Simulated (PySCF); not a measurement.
# C2H6OSi2: NMR shifts at several levels of theory, part 2 of 2

PySCF 2.14.0. Atoms count from 0. Earlier steps stand in the parts before.

**9. Shielding tensors: LC-wPBE/pcSseg-2**

The job: settings as JSON, then the geometry in Å.

```
{"job": {"kind": "nmr", "xc": "LC-wPBE", "basis": "pcSseg-2", "pop": false}, "charge": 0, "multiplicity": 1}
O     -2.959033     0.727589     0.524405
Si    -2.103357    -0.029340    -0.681090
C     -0.302486    -0.045515    -0.299083
C      0.892151    -0.062951    -0.028232
Si     2.683471    -0.083234     0.374035
H     -2.803172     0.426711     1.424257
H     -2.341998     0.755267    -1.917689
H     -2.523242    -1.449597    -0.864922
H      2.898365     0.589121     1.688052
H      3.158711    -1.494732     0.453193
H      3.438635     0.640890    -0.688391
```

Method: GIAO LC-wPBE/pcSseg-2 NMR shielding, non-relativistic, gas phase.

Standard output:

```text
coarse grid: 10232 points
cycle   1  E = -733.7095179438  dE =  2.099e-01  |g| = 7.433e-01  |ddm| = 2.583e+00
cycle   2  E = -733.7203578754  dE = -1.084e-02  |g| = 7.753e-01  |ddm| = 1.159e+00
cycle   3  E = -733.8172696520  dE = -9.691e-02  |g| = 7.291e-02  |ddm| = 3.919e-01
cycle   4  E = -733.8184911046  dE = -1.221e-03  |g| = 2.656e-02  |ddm| = 7.786e-02
cycle   5  E = -733.8186686403  dE = -1.775e-04  |g| = 7.069e-03  |ddm| = 9.260e-02
cycle   6  E = -733.8186791662  dE = -1.053e-05  |g| = 4.194e-03  |ddm| = 1.165e-02
cycle   7  E = -733.8186836524  dE = -4.486e-06  |g| = 8.705e-04  |ddm| = 4.761e-03
final grid: 89712 points
cycle   8  E = -733.8287928067  dE = -8.832e-05  |g| = 6.065e-03  |ddm| = 8.128e-02
cycle   9  E = -733.8287953177  dE = -2.511e-06  |g| = 3.301e-03  |ddm| = 8.023e-03
cycle  10  E = -733.8287962261  dE = -9.084e-07  |g| = 6.974e-04  |ddm| = 4.220e-03
cycle  11  E = -733.8287963186  dE = -9.250e-08  |g| = 3.842e-04  |ddm| = 9.481e-04
cycle  12  E = -733.8287963572  dE = -3.861e-08  |g| = 5.416e-05  |ddm| = 4.818e-04
cycle  13  E = -733.8287963591  dE = -1.854e-09  |g| = 2.090e-05  |ddm| = 2.229e-04
cycle  14  E = -733.8287963596  dE = -5.844e-10  |g| = 7.023e-06  |ddm| = 5.590e-05
converged SCF energy = -733.8287963596

GIAO shielding tensors (ppm)
atom      isotropic    diamagn.    paramagn.     s11        s22        s33       span
  0 O      311.496     383.770     -72.274    289.869    309.231    335.387     45.518
  1 Si     390.022     875.701    -485.680    341.087    372.766    456.212    115.125
  2 C       59.601     260.366    -200.765    -48.304    -42.186    269.293    317.597
  3 C       67.165     259.312    -192.146    -31.774    -25.864    259.132    290.906
  4 Si     439.881     877.693    -437.812    432.928    434.194    452.522     19.594
  5 H       30.444      32.304      -1.860     22.608     25.859     42.864     20.256
  6 H       26.578      28.902      -2.324     23.620     25.232     30.883      7.263
  7 H       26.436      29.146      -2.710     23.288     25.244     30.776      7.488
  8 H       27.248      29.123      -1.875     24.165     25.758     31.821      7.656
  9 H       27.274      28.884      -1.610     24.157     25.696     31.970      7.813
 10 H       27.258      28.747      -1.489     24.131     25.663     31.980      7.850
```

Wall time 47 s (1 thread of Arm Neoverse V2, shared host); peak memory 1.1 GiB.

Key values: δ C2 128.7, C3 121.1, O0 21.1, Si1 -43.4, H6 4.81, H8 4.06 ppm (means over like atoms).

**10. Shielding tensors: PBE0/STO-3G**

The job, as its differences from that of step 9:

```diff
@@ -1,2 +1,2 @@
-{"job": {"kind": "nmr", "xc": "LC-wPBE", "basis": "pcSseg-2", "pop": false}, "charge": 0, "multiplicity": 1}
+{"job": {"kind": "nmr", "xc": "PBE0", "basis": "STO-3G", "pop": true}, "charge": 0, "multiplicity": 1}
 O     -2.959033     0.727589     0.524405
```

With the program's defaults for keys left out, this is: GIAO PBE0/STO-3G NMR shielding, non-relativistic, gas phase.

Standard output:

```text
coarse grid: 10232 points
cycle   1  E = -724.8017647834  dE =  1.183e-01  |g| = 5.543e-01  |ddm| = 4.047e+00
cycle   2  E = -724.7887280927  dE =  1.304e-02  |g| = 6.396e-01  |ddm| = 1.776e+00
cycle   3  E = -724.9156282554  dE = -1.269e-01  |g| = 5.588e-02  |ddm| = 1.002e+00
cycle   4  E = -724.9167982726  dE = -1.170e-03  |g| = 2.183e-02  |ddm| = 1.319e-01
cycle   5  E = -724.9168145869  dE = -1.631e-05  |g| = 2.251e-02  |ddm| = 4.275e-02
cycle   6  E = -724.9169492435  dE = -1.347e-04  |g| = 1.066e-03  |ddm| = 2.207e-02
cycle   7  E = -724.9169496685  dE = -4.251e-07  |g| = 9.981e-05  |ddm| = 1.903e-03
final grid: 89712 points
cycle   8  E = -724.8729659902  dE = -4.742e-06  |g| = 2.302e-03  |ddm| = 1.189e-02
cycle   9  E = -724.8729663835  dE = -3.933e-07  |g| = 2.112e-03  |ddm| = 7.353e-03
cycle  10  E = -724.8729679755  dE = -1.592e-06  |g| = 1.812e-04  |ddm| = 3.554e-03
cycle  11  E = -724.8729679859  dE = -1.038e-08  |g| = 5.751e-05  |ddm| = 2.879e-04
cycle  12  E = -724.8729679864  dE = -5.170e-10  |g| = 3.776e-05  |ddm| = 8.903e-05
cycle  13  E = -724.8729679868  dE = -3.863e-10  |g| = 1.347e-06  |ddm| = 3.726e-05
converged SCF energy = -724.8729679868

GIAO shielding tensors (ppm)
atom      isotropic    diamagn.    paramagn.     s11        s22        s33       span
  0 O      418.648     372.953      45.695    298.732    432.710    524.501    225.769
  1 Si     565.153     868.071    -302.918    519.895    535.848    639.716    119.821
  2 C      145.963     268.763    -122.800     81.665     82.193    274.029    192.364
  3 C      148.875     268.333    -119.458     86.902     88.699    271.026    184.124
  4 Si     602.858     868.977    -266.118    590.958    591.549    626.068     35.110
  5 H       36.125      30.208       5.917     28.215     32.929     47.230     19.016
  6 H       29.824      30.572      -0.748     25.864     27.371     36.236     10.371
  7 H       30.127      30.984      -0.858     26.056     27.791     36.533     10.477
  8 H       30.654      30.708      -0.053     26.936     28.463     36.565      9.629
  9 H       30.645      30.364       0.280     26.866     28.423     36.646      9.780
 10 H       30.604      30.193       0.412     26.854     28.257     36.702      9.848
```

Run time: 2.3 s. Hardware: 1 thread of Arm Neoverse V2, shared host; peak memory 0.51 GiB.

Key values: δ C2 88.7, C3 85.8, O0 -76.9, Si1 -47.6, H6 2.63, H8 1.97 ppm (means over like atoms).

**11. Nuclear shieldings: PBE0/6-31G**

The job, as its differences from that of step 10:

```diff
@@ -1,2 +1,2 @@
-{"job": {"kind": "nmr", "xc": "PBE0", "basis": "STO-3G", "pop": true}, "charge": 0, "multiplicity": 1}
+{"job": {"kind": "nmr", "xc": "PBE0", "basis": "6-31G", "pop": true}, "charge": 0, "multiplicity": 1}
 O     -2.959033     0.727589     0.524405
```

Method: GIAO PBE0/6-31G NMR shielding, non-relativistic, gas phase.

Standard output:

```text
coarse grid: 10232 points
cycle   1  E = -733.3666701685  dE =  4.110e-01  |g| = 7.067e-01  |ddm| = 3.085e+00
cycle   2  E = -733.2202761323  dE =  1.464e-01  |g| = 1.117e+00  |ddm| = 1.746e+00
cycle   3  E = -733.4723751802  dE = -2.521e-01  |g| = 9.619e-02  |ddm| = 1.146e+00
cycle   4  E = -733.4747074104  dE = -2.332e-03  |g| = 3.578e-02  |ddm| = 1.483e-01
cycle   5  E = -733.4750422858  dE = -3.349e-04  |g| = 1.637e-02  |ddm| = 4.735e-02
cycle   6  E = -733.4751081724  dE = -6.589e-05  |g| = 4.173e-03  |ddm| = 1.654e-02
cycle   7  E = -733.4751130696  dE = -4.897e-06  |g| = 4.504e-04  |ddm| = 4.797e-03
final grid: 89712 points
cycle   8  E = -733.4171435054  dE = -5.843e-06  |g| = 4.799e-03  |ddm| = 1.165e-02
cycle   9  E = -733.4171385354  dE =  4.970e-06  |g| = 6.852e-03  |ddm| = 1.111e-02
cycle  10  E = -733.4171494938  dE = -1.096e-05  |g| = 7.963e-04  |ddm| = 6.356e-03
cycle  11  E = -733.4171496455  dE = -1.517e-07  |g| = 2.267e-04  |ddm| = 8.587e-04
cycle  12  E = -733.4171496566  dE = -1.113e-08  |g| = 9.056e-05  |ddm| = 2.556e-04
cycle  13  E = -733.4171496588  dE = -2.173e-09  |g| = 7.778e-06  |ddm| = 9.054e-05
cycle  14  E = -733.4171496588  dE = -1.853e-11  |g| = 9.810e-07  |ddm| = 1.497e-05
converged SCF energy = -733.4171496588

GIAO shielding tensors (ppm)
atom      isotropic    diamagn.    paramagn.     s11        s22        s33       span
  0 O      329.816     393.525     -63.709    278.527    325.268    385.653    107.127
  1 Si     461.897     879.978    -418.081    418.211    442.302    525.179    106.968
  2 C       88.009     278.619    -190.610     -4.047      2.069    266.003    270.050
  3 C       95.103     275.808    -180.705     11.658     16.032    257.618    245.960
  4 Si     511.435     882.341    -370.906    501.408    502.757    530.141     28.733
  5 H       32.884      29.659       3.225     24.918     28.560     45.173     20.255
  6 H       27.432      28.591      -1.159     23.643     25.617     33.035      9.392
  7 H       27.380      28.671      -1.291     23.266     25.793     33.081      9.815
  8 H       28.556      28.584      -0.028     24.948     26.957     33.764      8.816
  9 H       28.582      28.395       0.187     24.869     27.007     33.872      9.003
 10 H       28.553      28.294       0.258     24.866     26.880     33.912      9.046
```

Wall time 4.2 s (1 thread of Arm Neoverse V2, shared host); peak memory 0.51 GiB.

Key values: δ C2 111.5, C3 104.4, O0 -11.3, Si1 -17.2, H6 5.21, H8 4.05 ppm (means over like atoms).

**12. Run by run: NMR shifts**

Shifts (ppm) of some atoms, chosen among heavy atoms and hydrogens apart, means over like atoms, with basis size and wall time:

```
               run     C2     C3    H6     H5     O0    Si1     Si4  functions   time
     PBE0/pcSseg-2  124.6  115.3  4.98   0.77   25.2  -49.3   -97.2        278   29 s
 mPW1PW91/pcSseg-2  124.4  115.1  4.94   0.78   24.7  -50.0   -96.6        278   28 s
     WP04/pcSseg-2  116.6  108.5  4.27   0.97   19.3  -60.4   -91.4        278   24 s
    B97-2/pcSseg-2  121.0  111.6  4.88   0.75   23.5  -51.2   -95.4        278   24 s
BHandHLYP/pcSseg-2  124.3  116.4  4.70   1.04   22.8  -53.7   -95.1        278   43 s
CAM-B3LYP/pcSseg-2  125.4  116.8  4.88   0.87   27.5  -52.4  -100.5        278   52 s
  wB97X-D/pcSseg-2  124.3  115.7  4.88   0.84   23.1  -49.9   -96.3        278   31 s
  LC-wPBE/pcSseg-2  128.7  121.1  4.81   0.87   21.1  -43.4   -93.2        278   47 s
       PBE0/STO-3G   88.7   85.8  2.63  -3.52  -76.9  -47.6   -85.3         39  2.3 s
        PBE0/6-31G  111.5  104.4  5.21  -0.27  -11.3  -17.2   -66.7         65  4.2 s
```

**13. Summary of results**

The summary covers parts 1 to 2.

| quantity | value |
| --- | --- |
| 13C shifts against TMS (PBE0/pcSseg-2) | 124.6, 115.3 ppm |
| 1H shifts against TMS (PBE0/pcSseg-2, means over atoms taken as alike) | 4.98, 4.22, 0.77 ppm |
| 17O shifts against H2O (PBE0/pcSseg-2) | 25.2 ppm |
| 29Si shifts against TMS (PBE0/pcSseg-2) | -49.3, -97.2 ppm |
| range of the shift of O0 | -76.9 to 27.5 ppm |
| property runs in this session | 10, of which 0 failed and 1 gave unsound results |

In words: Single values in the summary come from the first run of each kind that ended normally (PBE0/pcSseg-2), which need not be the best level. At PBE0/pcSseg-2: The widest tensor belongs to C2: span 310 ppm, with a paramagnetic part of -202 ppm. In ppm, O0 moves most: its shift spreads over 104.4 ppm, from -76.9 (PBE0/STO-3G) to 27.5 (CAM-B3LYP/pcSseg-2). A minimal basis is unusable for shieldings, so that end is no result.
